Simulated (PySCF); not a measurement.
# C₁₀H₈BrClN₂: NMR shieldings

Wanted: NMR shieldings for C₁₀H₈BrClN₂ (`Cn1nc(-c2ccc(Br)cc2)cc1Cl`).

Computed with PySCF 2.14.0 and routines of our own; the level stands in each step. Atoms count from 0.

### 1 The system as given

22 atoms, charge 0, multiplicity 1; geometry from: GFN2-xTB.

### 2 NMR shieldings: PBE/pcSseg-1 Br:us-x2c-TZVPall-2c, spin–orbit

The job: settings as JSON, then the geometry in Å.

```
{"job": {"kind": "hnmr", "xc": "PBE", "basis": {"default": "pcSseg-1", "Br": "us-x2c-TZVPall-2c"}, "rel": "so"}, "charge": 0, "multiplicity": 1}
C      3.744017     0.982074    -0.231791
N      2.569281     0.160897    -0.246689
N      1.362428     0.686058    -0.106026
C      0.490083    -0.317387    -0.164468
C     -0.939270    -0.085407    -0.043356
C     -1.417039     1.213871     0.136606
C     -2.769770     1.459484     0.255148
C     -3.656362     0.396592     0.194037
Br    -5.526782     0.724511     0.358830
C     -3.208446    -0.900984     0.015755
C     -1.852446    -1.137317    -0.102084
C      1.171877    -1.539811    -0.352141
C      2.498616    -1.180990    -0.397872
Cl     3.904558    -2.126891    -0.600246
H      4.285585     0.890301    -1.174639
H      4.404490     0.689490     0.586021
H      3.419164     2.010299    -0.092639
H     -0.705314     2.022475     0.180970
H     -3.137047     2.464837     0.394266
H     -3.913581    -1.716827    -0.030101
H     -1.505568    -2.149106    -0.240609
H      0.771115    -2.526783    -0.440505
```

Level: PBE/pcSseg-1 Br:us-x2c-TZVPall-2c GIAO NMR shielding, X2C with spin-orbit coupling, screened-nuclear two-electron part, Gaussian nuclei, gas phase.

Launch:

```
OMP_NUM_THREADS=1 python heavy_run.py task.json out
```

One launch serves the whole session: the jobs run in the order shown.

The program printed:

```text
spin-free SCF
coarse grid: 95464 points
cycle   1  E = -3561.9881652163  dE =  2.249e+00  |g| = 7.129e-01  |ddm| = 5.327e+00
cycle   2  E = -3561.6661876739  dE =  3.220e-01  |g| = 1.323e+00  |ddm| = 2.099e+00
cycle   3  E = -3562.0706199561  dE = -4.044e-01  |g| = 3.723e-01  |ddm| = 1.628e+00
cycle   4  E = -3562.1026942762  dE = -3.207e-02  |g| = 1.125e-01  |ddm| = 4.604e-01
cycle   5  E = -3562.1051492010  dE = -2.455e-03  |g| = 5.318e-02  |ddm| = 1.540e-01
cycle   6  E = -3562.1057295169  dE = -5.803e-04  |g| = 2.481e-02  |ddm| = 7.258e-02
cycle   7  E = -3562.1058788602  dE = -1.493e-04  |g| = 7.083e-03  |ddm| = 3.384e-02
cycle   8  E = -3562.1058891259  dE = -1.027e-05  |g| = 1.416e-03  |ddm| = 8.188e-03
cycle   9  E = -3562.1058894076  dE = -2.817e-07  |g| = 8.746e-04  |ddm| = 2.613e-03
final grid: 201864 points
cycle  10  E = -3562.1059462905  dE =  1.375e-06  |g| = 2.513e-03  |ddm| = 5.598e-03
cycle  11  E = -3562.1059324083  dE =  1.388e-05  |g| = 7.651e-03  |ddm| = 1.192e-02
cycle  12  E = -3562.1059479404  dE = -1.553e-05  |g| = 4.047e-04  |ddm| = 9.035e-03
cycle  13  E = -3562.1059479753  dE = -3.490e-08  |g| = 5.787e-05  |ddm| = 4.155e-04
cycle  14  E = -3562.1059479760  dE = -6.639e-10  |g| = 2.305e-05  |ddm| = 7.466e-05
converged SCF energy = -3562.1059479760
two-component SCF
cycle   1  E = -3562.0399567355  dE = -3.562e+03  |FDS-SDF| = 8.977e+00
cycle   2  E = -3562.1817011435  dE = -1.417e-01  |FDS-SDF| = 8.673e-03
cycle   3  E = -3562.1817009477  dE =  1.958e-07  |FDS-SDF| = 2.046e-03
cycle   4  E = -3562.1816995234  dE =  1.424e-06  |FDS-SDF| = 2.748e-03
cycle   5  E = -3562.1817012981  dE = -1.775e-06  |FDS-SDF| = 8.205e-04
cycle   6  E = -3562.1817014399  dE = -1.418e-07  |FDS-SDF| = 1.755e-04
cycle   7  E = -3562.1817014477  dE = -7.865e-09  |FDS-SDF| = 4.146e-05
converged, E = -3562.1817014477

Field gradients (au) and densities at the nuclei (bohr^-3)
atom        Vxx        Vyy        Vzz        centre      nuclear mean
  0 C     -0.1483    -0.1991     0.3474        114.333        114.333
  1 N      0.2676     0.4892    -0.7568        185.492        185.492
  2 N      0.0435     0.8569    -0.9003        186.174        186.174
  3 C     -0.0096    -0.1288     0.1384        114.462        114.462
  4 C     -0.0682    -0.1911     0.2592        114.498        114.498
  5 C     -0.1434    -0.1610     0.3044        114.550        114.550
  6 C     -0.1025    -0.1641     0.2666        114.546        114.546
  7 C      0.0637     0.2982    -0.3619        114.528        114.528
  8 Br    -3.5929    -4.2010     7.7940      39290.757      39262.201
  9 C     -0.1041    -0.1552     0.2593        114.542        114.542
 10 C     -0.1122    -0.1559     0.2681        114.544        114.544
 11 C     -0.0084    -0.0834     0.0918        114.505        114.505
 12 C     -0.1553    -0.1847     0.3400        114.422        114.422
 13 Cl    -1.8866    -2.1027     3.9893       2816.958       2816.906
 14 H     -0.1395    -0.1607     0.3002          0.384          0.384
 15 H     -0.1396    -0.1607     0.3003          0.384          0.384
 16 H     -0.1443    -0.1612     0.3054          0.381          0.381
 17 H     -0.1549    -0.1694     0.3243          0.389          0.389
 18 H     -0.1532    -0.1730     0.3262          0.390          0.390
 19 H     -0.1528    -0.1734     0.3262          0.390          0.390
 20 H     -0.1532    -0.1768     0.3300          0.394          0.394
 21 H     -0.1625    -0.1909     0.3533          0.387          0.387
without picture change
  8 Br                           8.0502                     60064.265

Core orbital energies (eV)
atom   shell        mean    spread
  8 Br 1s       -13302.497   0.000
  8 Br 2s        -1731.432   0.000
  8 Br 3s         -236.951   0.000
  8 Br 4s          -20.061   0.000
  8 Br 2p1/2     -1558.874   0.000
  8 Br 2p3/2     -1511.944   0.077
  8 Br 3p1/2      -177.032   0.000
  8 Br 3p3/2      -170.238   0.225
  8 Br 3d3/2       -66.416   0.230
  8 Br 3d5/2       -65.378   0.309
 13 Cl 1s        -2749.776   0.000
 13 Cl 2s         -252.337   0.000
 13 Cl 3s          -21.559   0.000
 13 Cl 2p1/2      -192.517   0.000
 13 Cl 2p3/2      -190.855   0.210

vertical triplet (scalar unrestricted SCF): 3.356 eV

Shielding tensors (ppm)
atom      isotropic    diamagn.    paramagn.     s11        s22        s33       span
  0 C       143.88      242.17      -98.29     122.81     126.90     181.93      59.12
  1 N        42.57      338.42     -295.85     -60.01      81.82     105.91     165.92
  2 N       -65.80      330.09     -395.89    -265.46     -59.57     127.62     393.07
  3 C        33.42      246.07     -212.65     -30.70      13.87     117.09     147.79
  4 C        48.99      258.30     -209.30     -42.91      21.99     167.89     210.80
  5 C        54.14      248.04     -193.90     -43.12      36.69     168.86     211.98
  6 C        46.76      250.91     -204.15     -51.27      45.14     146.42     197.68
  7 C        51.52      250.05     -198.53     -45.33      70.78     129.12     174.45
  8 Br     2229.87     2985.93     -756.06    1754.05    1825.82    3109.74    1355.69
  9 C        47.36      249.70     -202.35     -50.94      46.62     146.38     197.32
 10 C        54.93      250.28     -195.36     -41.10      44.46     161.43     202.53
 11 C        76.82      256.07     -179.25      11.07      73.31     146.07     135.00
 12 C        51.97      253.07     -201.10     -17.38      80.87      92.43     109.81
 13 Cl      731.38     1120.29     -388.91     520.36     741.64     932.14     411.77
 14 H        27.83       26.35        1.48      23.20      26.50      33.79      10.59
 15 H        27.83       26.56        1.27      23.20      26.50      33.79      10.58
 16 H        27.42       29.12       -1.70      22.17      27.42      32.66      10.50
 17 H        23.27       34.20      -10.93      17.87      23.15      28.79      10.92
 18 H        23.93       29.50       -5.56      19.07      23.02      29.71      10.64
 19 H        23.95       29.17       -5.22      19.04      23.13      29.69      10.65
 20 H        24.16       34.28      -10.12      19.29      23.58      29.60      10.32
 21 H        25.05       34.32       -9.27      20.69      24.93      29.51       8.82
```

It took 3.8 min on 1 thread of Arm Neoverse V2, shared host; peak memory 2 GiB.

Key values:

| quantity | value |
| --- | --- |
| energy from spin-orbit coupling | -0.0758 Eh |

Orbitals, density, ELF and potential are computed afterwards from the orbital file.

Frontier orbitals at PBE/us-x2c-TZVPall-2c+pcSseg-1, with the share of their density that lies nearest to each atom:

```
orbital  energy (eV)                                                   lies on
   HOMO        -5.47  Br8 16 %; C4, C7 about 12 % each; N1, N2 about 10 % each
   LUMO        -1.81                   C4, C7 about 17 % each; N2 13 %; C5 9 %
```

ELF in a plane through or near 20 of the atoms.

Ten even steps from '0' (0.00) to '9' (1.00):
```
0000000000000000000000000000
0000000000000000000000000000
0000000110000000000000000000
0000003661039700300000000000
0000027982089907970173000000
0000157172089909980799000000
0000276845646609972999000000
0000279773622604118595023000
0000036431448646527450277200
0000000028512583733963688400
0000003474758563712218255400
0000016326625217275856364300
0000014141399246694624547200
0000002895087099655821787100
0000002998021099419980353000
0000000896000088109980010000
0000000010000000004820000000
0000000000000000000000000000
0000000000000000000000000000
0000000000000000000000000000
```
The map spans 16.3 Å across and 10.3 Å up, centred on the molecule. Atoms in the plane (x, y in Å): C0 (-3.7, -1.0), N1 (-2.6, -0.2), N2 (-1.4, -0.7), C3 (-0.5, 0.3), C4 (0.9, 0.1), C5 (1.4, -1.2), C6 (2.8, -1.4), C7 (3.7, -0.3), Br8 (5.6, -0.6), C9 (3.2, 1.0), C10 (1.8, 1.2), C11 (-1.2, 1.5), C12 (-2.5, 1.2), Cl13 (-4.0, 2.1), H16 (-3.4, -2.1), H17 (0.8, -2.0), H18 (3.2, -2.4), H19 (3.9, 1.8), H20 (1.5, 2.2), H21 (-0.8, 2.5).

On the surface of density 0.002 e/bohr³ the electrostatic potential runs, from the 1st to the 99th percentile, from -0.98 V near N2 to 1.15 V near H21.

### 3 NMR shieldings: PBE/pcSseg-1 Br:us-x2c-TZVPall-2c, spin-free

Settings changed since step 2:

```diff
@@ -1,2 +1,2 @@
-{"job": {"kind": "hnmr", "xc": "PBE", "basis": {"default": "pcSseg-1", "Br": "us-x2c-TZVPall-2c"}, "rel": "so"}, "charge": 0, "multiplicity": 1}
+{"job": {"kind": "hnmr", "xc": "PBE", "basis": {"default": "pcSseg-1", "Br": "us-x2c-TZVPall-2c"}, "rel": "sf"}, "charge": 0, "multiplicity": 1}
 C      3.744017     0.982074    -0.231791
```

Level: PBE/pcSseg-1 Br:us-x2c-TZVPall-2c GIAO NMR shielding, spin-free X2C, Gaussian nuclei, gas phase.

The program printed:

```text
spin-free SCF
coarse grid: 95464 points
cycle   1  E = -3561.9881652163  dE =  2.249e+00  |g| = 7.129e-01  |ddm| = 5.327e+00
cycle   2  E = -3561.6661876739  dE =  3.220e-01  |g| = 1.323e+00  |ddm| = 2.099e+00
cycle   3  E = -3562.0706199561  dE = -4.044e-01  |g| = 3.723e-01  |ddm| = 1.628e+00
cycle   4  E = -3562.1026942762  dE = -3.207e-02  |g| = 1.125e-01  |ddm| = 4.604e-01
cycle   5  E = -3562.1051492010  dE = -2.455e-03  |g| = 5.318e-02  |ddm| = 1.540e-01
cycle   6  E = -3562.1057295169  dE = -5.803e-04  |g| = 2.481e-02  |ddm| = 7.258e-02
cycle   7  E = -3562.1058788602  dE = -1.493e-04  |g| = 7.083e-03  |ddm| = 3.384e-02
cycle   8  E = -3562.1058891259  dE = -1.027e-05  |g| = 1.416e-03  |ddm| = 8.188e-03
cycle   9  E = -3562.1058894076  dE = -2.817e-07  |g| = 8.746e-04  |ddm| = 2.613e-03
final grid: 201864 points
cycle  10  E = -3562.1059462905  dE =  1.375e-06  |g| = 2.513e-03  |ddm| = 5.598e-03
cycle  11  E = -3562.1059324083  dE =  1.388e-05  |g| = 7.651e-03  |ddm| = 1.192e-02
cycle  12  E = -3562.1059479404  dE = -1.553e-05  |g| = 4.047e-04  |ddm| = 9.035e-03
cycle  13  E = -3562.1059479753  dE = -3.490e-08  |g| = 5.787e-05  |ddm| = 4.155e-04
cycle  14  E = -3562.1059479760  dE = -6.639e-10  |g| = 2.305e-05  |ddm| = 7.466e-05
converged SCF energy = -3562.1059479760
check of the scalar solution
cycle   1  E = -3562.1059479760  dE = -3.562e+03  |FDS-SDF| = 2.305e-05
cycle   2  E = -3562.1059479750  dE =  9.923e-10  |FDS-SDF| = 6.353e-05
converged, E = -3562.1059479750

Field gradients (au) and densities at the nuclei (bohr^-3)
atom        Vxx        Vyy        Vzz        centre      nuclear mean
  0 C     -0.1483    -0.1991     0.3474        114.333        114.333
  1 N      0.2676     0.4892    -0.7568        185.492        185.492
  2 N      0.0436     0.8568    -0.9004        186.174        186.174
  3 C     -0.0096    -0.1288     0.1384        114.462        114.462
  4 C     -0.0682    -0.1911     0.2593        114.498        114.498
  5 C     -0.1433    -0.1610     0.3044        114.550        114.550
  6 C     -0.1025    -0.1642     0.2666        114.546        114.546
  7 C      0.0631     0.2993    -0.3624        114.528        114.528
  8 Br    -3.5975    -4.2064     7.8039      39288.083      39259.527
  9 C     -0.1041    -0.1552     0.2593        114.542        114.542
 10 C     -0.1122    -0.1558     0.2681        114.544        114.544
 11 C     -0.0084    -0.0834     0.0918        114.505        114.505
 12 C     -0.1553    -0.1848     0.3401        114.422        114.422
 13 Cl    -1.8868    -2.1030     3.9898       2816.974       2816.922
 14 H     -0.1395    -0.1607     0.3002          0.384          0.384
 15 H     -0.1396    -0.1607     0.3003          0.384          0.384
 16 H     -0.1443    -0.1612     0.3054          0.381          0.381
 17 H     -0.1549    -0.1694     0.3243          0.389          0.389
 18 H     -0.1532    -0.1730     0.3262          0.390          0.390
 19 H     -0.1528    -0.1734     0.3262          0.390          0.390
 20 H     -0.1532    -0.1768     0.3300          0.394          0.394
 21 H     -0.1625    -0.1909     0.3533          0.387          0.387
without picture change
  8 Br                           8.0639                     60064.801

Core orbital energies (eV)
atom   shell        mean    spread
  8 Br 1s       -13302.699   0.000
  8 Br 2s        -1731.466   0.000
  8 Br 3s         -236.957   0.000
  8 Br 4s          -20.062   0.000
  8 Br 2p        -1527.337   0.117
  8 Br 3p         -172.464   0.348
  8 Br 3d          -65.795   0.348
 13 Cl 1s        -2749.775   0.000
 13 Cl 2s         -252.337   0.000
 13 Cl 3s          -21.560   0.000
 13 Cl 2p         -191.408   0.343

Shielding tensors (ppm)
atom      isotropic    diamagn.    paramagn.     s11        s22        s33       span
  0 C       143.45      241.84      -98.39     122.42     126.42     181.52      59.11
  1 N        41.60      338.29     -296.69     -60.94      80.99     104.73     165.67
  2 N       -66.84      329.78     -396.62    -266.38     -60.78     126.65     393.03
  3 C        33.40      245.95     -212.56     -30.80      13.70     117.29     148.09
  4 C        48.52      258.18     -209.66     -43.26      21.63     167.18     210.44
  5 C        54.04      247.87     -193.83     -42.72      36.31     168.54     211.25
  6 C        46.63      250.51     -203.89     -50.61      44.48     146.02     196.63
  7 C        36.40      249.94     -213.53     -47.49      49.87     106.83     154.32
  8 Br     1908.55     3134.96    -1226.42    1376.54    1448.26    2900.83    1524.29
  9 C        47.23      249.31     -202.08     -50.31      45.96     146.03     196.34
 10 C        54.83      250.15     -195.32     -40.68      44.17     160.99     201.67
 11 C        76.61      255.90     -179.29      10.75      73.04     146.05     135.30
 12 C        48.47      252.81     -204.34     -18.43      76.16      87.67     106.11
 13 Cl      743.90     1137.90     -394.00     528.10     751.22     952.38     424.28
 14 H        27.81       26.35        1.46      23.20      26.48      33.75      10.55
 15 H        27.81       26.56        1.25      23.21      26.48      33.75      10.55
 16 H        27.42       29.11       -1.69      22.19      27.42      32.67      10.48
 17 H        23.22       34.19      -10.98      17.75      23.10      28.80      11.05
 18 H        24.07       29.52       -5.45      19.33      22.99      29.87      10.53
 19 H        24.09       29.19       -5.10      19.31      23.10      29.86      10.55
 20 H        24.10       34.28      -10.18      19.16      23.54      29.61      10.44
 21 H        25.06       34.32       -9.26      20.68      24.94      29.56       8.88
```

It took 84 s on 1 thread of Arm Neoverse V2, shared host; peak memory 1.6 GiB.

### 4 Shieldings side by side

```csv
run,Br8,C7,Cl13,C12,N2,N1,C4,time
"step 2, PBE/pcSseg-1 Br:us-x2c-TZVPall-2c, spin–orbit",2229.9,51.5,731.4,52.0,-65.8,42.6,49.0,3.8 min
"step 3, PBE/pcSseg-1 Br:us-x2c-TZVPall-2c, spin-free",1908.5,36.4,743.9,48.5,-66.8,41.6,48.5,84 s
```

### 5 Summary of results

| quantity | value |
| --- | --- |
| energy from spin-orbit coupling (step 2, PBE/pcSseg-1 Br:us-x2c-TZVPall-2c, spin–orbit) | -0.0758 Eh |
| shieldings (step 2, PBE/pcSseg-1 Br:us-x2c-TZVPall-2c, spin–orbit) | C0 143.9, N1 42.6, N2 -65.8, C3 33.4, C4 49.0, C5 54.1, C6 46.8, C7 51.5, Br8 2229.9, C9 47.4, C10 54.9, C11 76.8, C12 52.0, Cl13 731.4 ppm |
| surface potential, 1st and 99th percentile | -0.98 V and 1.15 V |
| shieldings (step 3, PBE/pcSseg-1 Br:us-x2c-TZVPall-2c, spin-free) | C0 143.5, N1 41.6, N2 -66.8, C3 33.4, C4 48.5, C5 54.0, C6 46.6, C7 36.4, Br8 1908.5, C9 47.2, C10 54.8, C11 76.6, C12 48.5, Cl13 743.9 ppm |

In words: In step 2, Br8 has the widest tensor, 1356 ppm. At PBE/us-x2c-TZVPall-2c+pcSseg-1, counted by nearest atom on the grid, the HOMO lies on Br8 16 %; C4, C7 about 12 % each, the LUMO on C4, C7 about 17 % each; N2 13 %. Br8 moves most between the runs, by 321 ppm; the labels say what changes from run to run.
